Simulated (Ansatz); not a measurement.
**Cis-NiBr2(NH3)2 (Br2H6N2Ni): inputs that go wrong**

1 input was typed for cis-NiBr2(NH3)2 (Br2H6N2Ni). Each is run as it stands; the log then has to tell whether the result can be used.

Program: Ansatz 0.2.0, Gaussian basis. Level of theory: the settings change from run to run. These are calculated values, not measurements.

## (1) The relaxed structure

The geometry comes from an earlier relaxation with PBE-D4/def2-SVP; it is a stationary point, not always the lowest conformer.

11 atoms, charge 0, spin multiplicity 1.

Atoms are counted from 1 here; the program's logs count them from 0.

Bond lengths: Ni1–Br2 2.312 Å, Ni1–Br3 2.312 Å, Ni1–N4 1.954 Å, Ni1–N8 1.954 Å, N4–H5 1.032 Å, N4–H6 1.032 Å, N4–H7 1.040 Å, N8–H9 1.040 Å, N8–H10 1.032 Å, N8–H11 1.032 Å. Angles: Br2–Ni1–Br3 93.5°, Br2–Ni1–N4 179.6°, Br2–Ni1–N8 86.7°, Br3–Ni1–N4 86.7°, Br3–Ni1–N8 179.6°, N4–Ni1–N8 93.2°, Ni1–N4–H5 115.1°, Ni1–N4–H6 116.5°, Ni1–N4–H7 102.1°, H5–N4–H6 107.2°, H5–N4–H7 107.3°, H6–N4–H7 108.0°, Ni1–N8–H9 102.1°, Ni1–N8–H10 115.0°, Ni1–N8–H11 116.7°, H9–N8–H10 107.1°, H9–N8–H11 108.1°, H10–N8–H11 107.2°.

## (2) Input 1

The input, in.yaml:

```yaml
crystal:
  periodic: [false, false, false]
  atoms:
    - {symbol: Ni, position_ang: [1.247300, 1.251920, 0.004008]}
    - {symbol: Br, position_ang: [6.330502, 1.106885, 0.074172]}
    - {symbol: Br, position_ang: [1.084761, 6.334816, -0.049072]}
    - {symbol: N, position_ang: [-3.048918, 1.362889, -0.028401]}
    - {symbol: H, position_ang: [-4.046500, 0.619946, 1.870470]}
    - {symbol: H, position_ang: [-4.077082, 0.336441, -1.772073]}
    - {symbol: H, position_ang: [-3.469511, 3.607455, -0.182607]}
    - {symbol: N, position_ang: [1.373711, -3.043923, 0.023230]}
    - {symbol: H, position_ang: [3.615413, -3.457680, 0.227653]}
    - {symbol: H, position_ang: [0.684042, -4.032061, -1.900567]}
    - {symbol: H, position_ang: [0.306281, -4.086690, 1.733187]}
basis:
  gaussian: {orbitals: 6-31G}
hamiltonian: {xc: {name: PBE}, dispersion: d4}
scf: {lower_state_search: full}
```

On the command line:

```console
$ ansatz run in.yaml --threads 4 --pin off --events-out ev --progress --plain --max-ram 8704MiB
```

**Question.** What will the summary of the whole plan be?

The runs gave:

```csv
input,level,ended,cause,time
1,PBE/6-31G,converged,the geometry is stretched to more than twice its size,59 s
```

1 converged. The dangerous case is the input that converges on a wrong geometry, charge, spin, basis or grid: often only a look at the input shows it.
